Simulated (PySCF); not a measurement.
# GaF−: from the state search to spectroscopic constants

One job finds the state of GaF−, follows it along the bond with each method and fits the curves.

Computed with PySCF 2.14.0. Level: Ga aug-cc-pVDZ-PP with ECP10, F aug-cc-pVDZ, scalar-relativistic core potentials.

2 further runs of the same task are left out: 2 set aside as unsound or not needed.

## (1) The job

A driver script around PySCF takes these settings:

```
atoms                         : Ga, F
charge                        : -1
basis                         : Ga aug-cc-pVDZ-PP with ECP10, F aug-cc-pVDZ
Hamiltonian                   : scalar-relativistic core potentials
basis functions               : 55
electrons treated             : 31
masses in u                   : 68.9256, 18.9984
levels                        : PBE0, PBE, r²SCAN, MN15, TPSS, BHandHLYP, ωB97X, HF, MP2, SCS-MP2
grid                          : 80 radial by 434 angular points
occupations                   : held fixed by the projection of orbital angular momentum
dissociation limit            : Ga + F−, each in its ground configuration
starting distance in angstrom : 1.920
values of 2S to try           : 1, 3
```

Started as:

```bash
$ OMP_NUM_THREADS=1 python dia.py task.json out
```

Further steps of the session: The PBE0 curve of the state that the search chose; PBE (GGA); r²SCAN (meta-GGA); MN15 (hybrid meta-GGA); TPSS (meta-GGA); BHandHLYP; ωB97X; UHF (mean field).

What does the calculation give? Wanted: for each run, Re; ωe; De; μ.

**Answer**, as computed:

Lowest PBE0 solution found, without spin–orbit coupling: ²Π (doublet), unpaired electrons π ↑.

| level | Re (Å) | ωe (cm⁻¹) | De (eV) | μ (D) |
| --- | --- | --- | --- | --- |
| UHF | 1.838 | 515 | 2.50 | 0.02 |
| UHF-MP2 | 1.867 | 489 | 2.54 | n/a |
| UHF-SCS-MP2 | 1.870 | 484 | 2.47 | n/a |
| PBE | 1.898 | 462 | 2.61 | -0.36 |
| TPSS | 1.885 | 474 | 2.64 | -0.19 |
| r²SCAN | 1.864 | 494 | 2.76 | -0.13 |
| PBE0 | 1.870 | 486 | 2.62 | -0.24 |
| MN15 | 1.871 | 496 | 2.79 | -0.37 |
| BHandHLYP | 1.860 | 495 | 2.52 | -0.34 |
| ωB97X | 1.882 | 474 | 2.50 | -0.35 |

De is counted to Ga + F− in their ground configurations. A positive dipole points from Ga to F; in an ion it is taken about the centre of mass and does not tell which atom is negative.

What this shows: The methods spread over 0.060 Å in bond length, from UHF to PBE. Of the levels with a De here, UHF-SCS-MP2 gives the least (2.47 eV) and MN15 the most (2.79 eV).

Correlated steps freeze 5 core orbitals. With some functionals the highest level of the anion is positive, from self-interaction error or because the anion is truly unbound there; the finite basis then holds the extra electron, and no neutral molecule was run to test the binding.
